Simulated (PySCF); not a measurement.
# AlSi2H5O (SMILES [SiH3][Al]1[O][SiH2]1) at 4 levels

Wanted: a comparison of 4 runs (HF/STO-3G, HF/def2-SVP, B3LYP/6-31G*) of AlSi2H5O. The job is set up through a Python script.

The results are computed with PySCF 2.14.0.

## Step 1: The molecule

AlSi2H5O has 9 atoms, charge 0, and is taken as a singlet. SMILES: `[SiH3][Al]1[O][SiH2]1`. The coordinates come from a PBE0-D4/def2-TZVP relaxation.

Bond lengths: Si1–Al2 2.450 Å, Al2–O3 1.745 Å, Al2–Si4 2.280 Å, O3–Si4 1.688 Å, Si1–H5 1.488 Å, Si1–H6 1.489 Å, Si1–H7 1.487 Å, Si4–H8 1.490 Å, Si4–H9 1.490 Å. Some angles: Si1–Al2–O3 129.7°, Si1–Al2–Si4 177.0°, O3–Al2–Si4 47.3°, Al2–O3–Si4 83.2°, Al2–Si4–O3 49.5°, Al2–Si1–H5 109.6°, Al2–Si1–H6 109.4°, Al2–Si1–H7 111.5°, Al2–Si4–H8 126.2°, Al2–Si4–H9 126.3°.

## Step 2: Energy and forces at HF/STO-3G (run 1)

The input, run.py:

```python
# [SiH3][Al]1[O][SiH2]1
from pyscf import gto

molecule = gto.M(
    atom='''
Si  -0.652900   1.717100  -1.334700
Al  -0.124900  -0.148900   0.162800
O    1.392700  -0.965300   0.434300
Si   0.478600  -1.877700   1.520900
H   -1.763800   1.326700  -2.244900
H   -1.100100   2.886400  -0.529300
H    0.526500   2.112800  -2.150200
H    0.403300  -3.327600   1.187000
H    0.929000  -1.770000   2.936900
''',
    max_memory=1860,
    basis='sto-3g',
    verbose=3,
)

calc0 = molecule.RHF()
calc0.conv_tol = 1e-10
calc0.kernel()
if not calc0.converged:
    calc0 = calc0.newton().run(calc0.mo_coeff, calc0.mo_occ)

etot = calc0.e_tot
print('Final energy', etot)
grad = calc0.nuc_grad_method().kernel()
calc0.analyze()
```

Launch:

```sh
$ OMP_NUM_THREADS=1 python run.py
```

The program printed:

```text
converged SCF energy = -886.926218782614
Final energy -886.9262187826138
--------------- RHF gradients ---------------
         x                y                z
0 Si    -0.0003698567     0.0176672529    -0.0161094234
1 Al    -0.0344323333     0.0246908538    -0.0117152233
2 O    -0.0029894381    -0.0348110783     0.0319077032
3 Si     0.0428561017    -0.0008681906    -0.0121031080
4 H    -0.0246916551    -0.0117500360    -0.0180322451
5 H    -0.0096961704     0.0235873922     0.0207399640
6 H     0.0271439810     0.0068260459    -0.0166167309
7 H    -0.0042773985    -0.0285419895    -0.0068741575
8 H     0.0064567694     0.0031997497     0.0288032210
----------------------------------------------
**** MO energy ****
MO #1   energy= -67.936827270727   occ= 2
MO #2   energy= -67.8899312235708  occ= 2
MO #3   energy= -57.7745580565319  occ= 2
MO #4   energy= -20.0415000803161  occ= 2
MO #5   energy= -5.92818671652348  occ= 2
MO #6   energy= -5.88690487196271  occ= 2
MO #7   energy= -4.71531984785106  occ= 2
MO #8   energy= -3.95333464975367  occ= 2
MO #9   energy= -3.95271367138789  occ= 2
MO #10  energy= -3.95264224392937  occ= 2
MO #11  energy= -3.91228093140504  occ= 2
MO #12  energy= -3.91116909750007  occ= 2
MO #13  energy= -3.91058177464506  occ= 2
MO #14  energy= -2.94221978747786  occ= 2
MO #15  energy= -2.94107727917738  occ= 2
MO #16  energy= -2.94085904085992  occ= 2
MO #17  energy= -1.12637976567479  occ= 2
MO #18  energy= -0.671042387303293 occ= 2
MO #19  energy= -0.59217180999785  occ= 2
MO #20  energy= -0.435603734965243 occ= 2
MO #21  energy= -0.418671367404739 occ= 2
MO #22  energy= -0.418270356798848 occ= 2
MO #23  energy= -0.405431081264196 occ= 2
MO #24  energy= -0.356265082742868 occ= 2
MO #25  energy= -0.287136777495002 occ= 2
MO #26  energy= -0.260474941074362 occ= 2
MO #27  energy= -0.151403438875268 occ= 2
MO #28  energy= 0.240491042017689  occ= 0
MO #29  energy= 0.319051827227036  occ= 0
MO #30  energy= 0.453333291422054  occ= 0
MO #31  energy= 0.535083239395662  occ= 0
MO #32  energy= 0.553676386972346  occ= 0
MO #33  energy= 0.556996910580037  occ= 0
MO #34  energy= 0.564693852956826  occ= 0
MO #35  energy= 0.62023571265342   occ= 0
MO #36  energy= 0.62148618746998   occ= 0
MO #37  energy= 0.818482245486695  occ= 0
 ** Mulliken atomic charges  **
charge of    0Si =      0.36633
charge of    1Al =      0.49262
charge of    2O =     -0.48271
charge of    3Si =      0.39684
charge of    4H =     -0.14623
charge of    5H =     -0.14596
charge of    6H =     -0.13754
charge of    7H =     -0.17169
charge of    8H =     -0.17167
Dipole moment(X, Y, Z, Debye): -2.75757,  1.27921, -0.32250
```

Run time: 3.9 s. Hardware: 1 thread of Intel Xeon at 2.70GHz, shared host; peak memory 0.12 GiB.

## Step 3: Energy and forces at HF/def2-SVP (run 2)

The input, job.py:

```python
# [SiH3][Al]1[O][SiH2]1
from pyscf import gto, scf

mol = gto.M(
    atom=[
    ('Si', (-0.652900, 1.717100, -1.334700)),
    ('Al', (-0.124900, -0.148900, 0.162800)),
    ('O', (1.392700, -0.965300, 0.434300)),
    ('Si', (0.478600, -1.877700, 1.520900)),
    ('H', (-1.763800, 1.326700, -2.244900)),
    ('H', (-1.100100, 2.886400, -0.529300)),
    ('H', (0.526500, 2.112800, -2.150200)),
    ('H', (0.403300, -3.327600, 1.187000)),
    ('H', (0.929000, -1.770000, 2.936900)),
],
    max_memory=1860,
    charge=0,
    basis='def2-svp',
    verbose=4,
)

myscf = scf.RHF(mol)
myscf.conv_tol = 1e-10
myscf.kernel()
if not myscf.converged:
    myscf = myscf.newton().run(myscf.mo_coeff, myscf.mo_occ)

e_final = myscf.e_tot
print('E = %.10f Eh' % e_final)
grad = myscf.nuc_grad_method().kernel()
dip = myscf.dip_moment()
pop, q = myscf.mulliken_pop()
```

Launch:

```sh
$ OMP_NUM_THREADS=1 python job.py
```

The program printed:

```text
PySCF version 2.14.0

[... 65 lines left out ...]
converged SCF energy = -897.247602639469
[... 12 lines left out ...]
Dipole moment(X, Y, Z, Debye): -2.02418,  1.05653, -0.34076
[... 64 lines left out ...]
pop of  3 Si 3dxy         0.04052
pop of  3 Si 3dyz         0.03652
pop of  3 Si 3dz^2        0.09986
pop of  3 Si 3dxz         0.04526
pop of  3 Si 3dx2-y2      0.05744
pop of  4 H 1s            0.73424
pop of  4 H 2s            0.37230
pop of  4 H 2px           0.00573
pop of  4 H 2py           0.00139
pop of  4 H 2pz           0.00421
pop of  5 H 1s            0.73399
pop of  5 H 2s            0.37233
pop of  5 H 2px           0.00146
pop of  5 H 2py           0.00659
pop of  5 H 2pz           0.00328
pop of  6 H 1s            0.73196
pop of  6 H 2s            0.36038
pop of  6 H 2px           0.00643
pop of  6 H 2py           0.00150
pop of  6 H 2pz           0.00356
pop of  7 H 1s            0.74299
pop of  7 H 2s            0.39686
pop of  7 H 2px           0.00085
pop of  7 H 2py           0.00970
pop of  7 H 2pz           0.00090
pop of  8 H 1s            0.74296
pop of  8 H 2s            0.39684
pop of  8 H 2px           0.00159
pop of  8 H 2py           0.00065
pop of  8 H 2pz           0.00920
 ** Mulliken atomic charges  **
charge of    0Si =      0.19099
charge of    1Al =      0.65384
charge of    2O =     -0.77613
charge of    3Si =      0.57318
charge of    4H =     -0.11787
charge of    5H =     -0.11765
charge of    6H =     -0.10383
charge of    7H =     -0.15129
charge of    8H =     -0.15124
```

Wall time 9 s (1 thread of Intel Xeon at 2.70GHz, shared host); peak memory 0.19 GiB.

## Step 4: Energy and gradient at B3LYP/6-31G(d) (spherical functions) (run 3)

The input, run.py:

```python
# [SiH3][Al]1[O][SiH2]1
from pyscf import gto, dft

system = gto.M(
    atom='''
Si      -0.652900       1.717100      -1.334700
Al      -0.124900      -0.148900       0.162800
O        1.392700      -0.965300       0.434300
Si       0.478600      -1.877700       1.520900
H       -1.763800       1.326700      -2.244900
H       -1.100100       2.886400      -0.529300
H        0.526500       2.112800      -2.150200
H        0.403300      -3.327600       1.187000
H        0.929000      -1.770000       2.936900
''',
    basis='6-31g*',
    max_memory=1860,
    spin=0,
    verbose=4,
)

mf = dft.RKS(system)
mf.xc = 'b3lyp'
mf.conv_tol = 1e-10
mf.grids.level = 5
mf.kernel()
if not mf.converged:
    mf = mf.newton().run(mf.mo_coeff, mf.mo_occ)

energy = mf.e_tot
print('Final energy', energy)
grad = mf.nuc_grad_method().kernel()
mf.analyze()
```

Launch:

```sh
$ OMP_NUM_THREADS=1 python run.py
```

The program printed:

```text
PySCF version 2.14.0

[... 97 lines left out ...]
Two-electron Energy =                  580.114399239181466
[... 9 lines left out ...]
MO #6   energy= -5.2848812402422   occ= 2
[... 7 lines left out ...]
MO #14  energy= -2.70629047506638  occ= 2
[... 7 lines left out ...]
MO #22  energy= -0.372832764413784 occ= 2
[... 7 lines left out ...]
MO #30  energy= -0.0172231368726043 occ= 0
[... 7 lines left out ...]
MO #38  energy= 0.144675427581385  occ= 0
[... 7 lines left out ...]
MO #46  energy= 0.317288030078193  occ= 0
[... 7 lines left out ...]
MO #54  energy= 0.599967192916091  occ= 0
[... 7 lines left out ...]
MO #62  energy= 0.817802485570515  occ= 0
[... 7 lines left out ...]
MO #70  energy= 1.14828474833881   occ= 0
[... 7 lines left out ...]
MO #78  energy= 2.5747795393029    occ= 0
[... 51 lines left out ...]
pop of  2 O 3dx2-y2       0.00357
pop of  3 Si 1s           2.00000
pop of  3 Si 2s           1.99983
pop of  3 Si 3s           1.07617
pop of  3 Si 4s           0.01142
pop of  3 Si 2px          1.99989
pop of  3 Si 2py          1.99988
pop of  3 Si 2pz          1.99988
pop of  3 Si 3px          0.71446
pop of  3 Si 3py          0.82837
pop of  3 Si 3pz          0.74187
pop of  3 Si 4px          0.00470
pop of  3 Si 4py          0.01133
pop of  3 Si 4pz          0.01183
pop of  3 Si 3dxy         0.00548
pop of  3 Si 3dyz         0.00778
pop of  3 Si 3dz^2        0.01781
pop of  3 Si 3dxz         0.00610
pop of  3 Si 3dx2-y2      0.01176
pop of  4 H 1s            1.06219
pop of  4 H 2s            0.00261
pop of  5 H 1s            1.06182
pop of  5 H 2s            0.00261
pop of  6 H 1s            1.05814
pop of  6 H 2s            0.00286
pop of  7 H 1s            1.09453
pop of  7 H 2s            0.00317
pop of  8 H 1s            1.09452
pop of  8 H 2s            0.00317
 ** Mulliken atomic charges  **
charge of    0Si =      0.15926
charge of    1Al =      0.48335
charge of    2O =     -0.80845
charge of    3Si =      0.55145
charge of    4H =     -0.06480
charge of    5H =     -0.06443
charge of    6H =     -0.06100
charge of    7H =     -0.09770
charge of    8H =     -0.09768
Dipole moment(X, Y, Z, Debye): -1.60874,  0.95683, -0.37405
```

It took 43 s on 1 thread of Intel Xeon at 2.70GHz, shared host; peak memory 0.77 GiB.

## Step 5: Energy and forces at B3LYP/6-31G(d) (Cartesian functions) (run 4)

The input, run.py:

```python
import pyscf.grad
from pyscf import gto, dft

mol = gto.M(
    atom='''
Si  -0.652900   1.717100  -1.334700
Al  -0.124900  -0.148900   0.162800
O    1.392700  -0.965300   0.434300
Si   0.478600  -1.877700   1.520900
H   -1.763800   1.326700  -2.244900
H   -1.100100   2.886400  -0.529300
H    0.526500   2.112800  -2.150200
H    0.403300  -3.327600   1.187000
H    0.929000  -1.770000   2.936900
''',
    charge=0,
    max_memory=1860,
    spin=0,
    cart=True,
    basis='6-31g*',
    verbose=3,
)

calc0 = dft.RKS(mol)
calc0.xc = 'b3lyp'
calc0.grids.level = 5
calc0.conv_tol = 1e-10
calc0.kernel()
if not calc0.converged:
    calc0 = calc0.newton().run(calc0.mo_coeff, calc0.mo_occ)

energy = calc0.e_tot
print(f'total energy: {energy:.8f} hartree')
grad = calc0.Gradients().kernel()
calc0.analyze()
```

Launch:

```sh
$ OMP_NUM_THREADS=1 python run.py
```

The program printed:

```text
converged SCF energy = -899.67272471995
[... 14 lines left out ...]
MO #5   energy= -5.29186079136892  occ= 2
[... 6 lines left out ...]
MO #12  energy= -3.64696502644444  occ= 2
[... 6 lines left out ...]
MO #19  energy= -0.508480725411527 occ= 2
[... 6 lines left out ...]
MO #26  energy= -0.299006220058329 occ= 2
[... 6 lines left out ...]
MO #33  energy= 0.0665065930886093 occ= 0
[... 6 lines left out ...]
MO #40  energy= 0.19014306900567   occ= 0
[... 6 lines left out ...]
MO #47  energy= 0.344941346403404  occ= 0
[... 6 lines left out ...]
MO #54  energy= 0.60012564347154   occ= 0
[... 6 lines left out ...]
MO #61  energy= 0.774140437592546  occ= 0
[... 6 lines left out ...]
MO #68  energy= 1.13244969395041   occ= 0
[... 6 lines left out ...]
MO #75  energy= 1.95517236324694   occ= 0
[... 6 lines left out ...]
MO #82  energy= 3.74650336579931   occ= 0
[... 10 lines left out ...]
Dipole moment(X, Y, Z, Debye): -1.61242,  0.95906, -0.37488
```

Wall time 38 s (1 thread of Intel Xeon at 2.70GHz, shared host); peak memory 0.81 GiB.

## Step 6: Overview of the runs

```tsv
run	level	integration grid	Cartesian functions	energy (Eh)	dipole moment (D)	HOMO energy (eV)	LUMO energy (eV)	wall time
1	HF/STO-3G	–	no	-886.926219	3.06	-4.12	6.54	3.9 s
2	HF/def2-SVP	–	no	-897.247603	2.31	-8.41	1.08	9 s
3	B3LYP/6-31G* (spherical functions)	5	no	-899.666452	1.91	-5.85	-1.75	43 s
4	B3LYP/6-31G* (Cartesian functions)	5	yes	-899.672725	1.91	-5.86	-1.75	38 s
```

## Step 7: Summary of results

```
                       quantity          value
            run 4: total energy  -899.67272 Eh
           run 4: dipole moment         1.91 D
             run 4: HOMO energy       -5.86 eV
             run 4: LUMO energy       -1.75 eV
           run 4: HOMO–LUMO gap        4.11 eV
run 4: largest force on an atom     0.756 eV/Å
```

**Reading.** The dipole moment (its size) runs from 1.91 D (B3LYP/6-31G*) to 3.06 D (HF/STO-3G). The two ends differ in method and basis. The HOMO–LUMO gap runs from 4.11 eV (B3LYP/6-31G*) to 10.66 eV (HF/STO-3G). In run 1 the basis is minimal, so the values are rough. All runs together took 94 s, the longest 43 s.
